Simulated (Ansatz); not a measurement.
Consider a convergence test of the plane-wave cutoff of BaZrO3, space group Pm-3m (Ansatz 0.2.0 through its Python package).

`ecut_bazro3.py`:
```python
# -*- coding: utf-8 -*-
"""Cutoff test for BaZrO3."""

import ansatz as az
import matplotlib.pyplot as plt

KGRID = (6, 6, 6)
OCCUPATIONS = "Fixed"
MAX_ITERATIONS = 100

bazro3 = (
    az.Lattice.cubic(4.19134)
    .space_group(221)
    .atom("Ba", [0.0, 0.0, 0.0])
    .atom("Zr", [0.5, 0.5, 0.5])
    .atom("O", [0.0, 0.5, 0.5])
)

calc = (
    bazro3.calculation()
    .kpoints(*KGRID)
    .functional(az.Functional.PBE)
    .occupations(OCCUPATIONS)
    .scf(max_iterations=MAX_ITERATIONS)
)

rows = []
for value in [300, 400, 500, 600, 700, 800]:
    report = calc.basis(value).run().report
    rows.append((value, report["free_energy_ev"] / len(report["lattice"]["sites"]), report["n_iterations"], report["n_pw"]))

print(" cutoff (eV)   F/atom (eV)    iterations   plane waves")
for row in rows:
    print(f"{str(row[0]):>12s}  {row[1]:12.5f}  {row[2]:12d}  {row[3]:12d}")

# differences from the last row
for row in rows[:-1]:
    shift = 1000 * (row[1] - rows[-1][1])
    print(f"{row[0]}: {shift:+.2f} meV/atom" + ("  (within 1 meV)" if abs(shift) < 1 else ""))
plt.figure(figsize=(4.5, 3))
plt.plot([str(row[0]) for row in rows], [1000 * (row[1] - rows[-1][1]) for row in rows], "o-")
plt.xlabel("cutoff (eV)")
plt.ylabel("F - F(last) (meV/atom)")
plt.tight_layout()
plt.savefig("ecut.png", dpi=100)
```

How fast does the energy converge with the cutoff (threshold 1 meV an atom)?

From 500 eV on it stays within 1 meV an atom of the value at 800 eV; the first row (300 eV) is off by 294.5 meV and the last but one by 0.11 meV. The energy falls steadily, as expected when plane waves are added.

The output:

```console
$ python ecut_bazro3.py
DeckWarning: basis.ecutwfc = 300 eV is below the records' recommended 420 eV, and the density's cutoff is lower with it unless basis.ecutrho_ratio is high enough to keep the records' density cutoff: compare with a run at a higher cutoff
DeckWarning: basis.ecutwfc = 400 eV is below the records' recommended 420 eV, and the density's cutoff is lower with it unless basis.ecutrho_ratio is high enough to keep the records' density cutoff: compare with a run at a higher cutoff
 cutoff (eV)   F/atom (eV)    iterations   plane waves
         300   -2368.64364             7           895
         400   -2368.92900             6          1357
         500   -2368.93749             6          1863
         600   -2368.93785             6          2517
         700   -2368.93802             6          3071
         800   -2368.93813             6          3791
300: +294.48 meV/atom
400: +9.12 meV/atom
500: +0.64 meV/atom  (within 1 meV)
600: +0.28 meV/atom  (within 1 meV)
700: +0.11 meV/atom  (within 1 meV)
```
(Warnings from the package without file and line.)

What to keep in mind:
- Spin is left out of this run.
- The structure is a deposited one; some such entries were measured under pressure or heat, so a shift against it needn't be the functional's error alone.
- Shifts are counted from the last row, which is itself no proven limit.
- Finished in 19 s on 1 thread of Arm Neoverse V1 (shared host), peak memory 0.52 GiB.
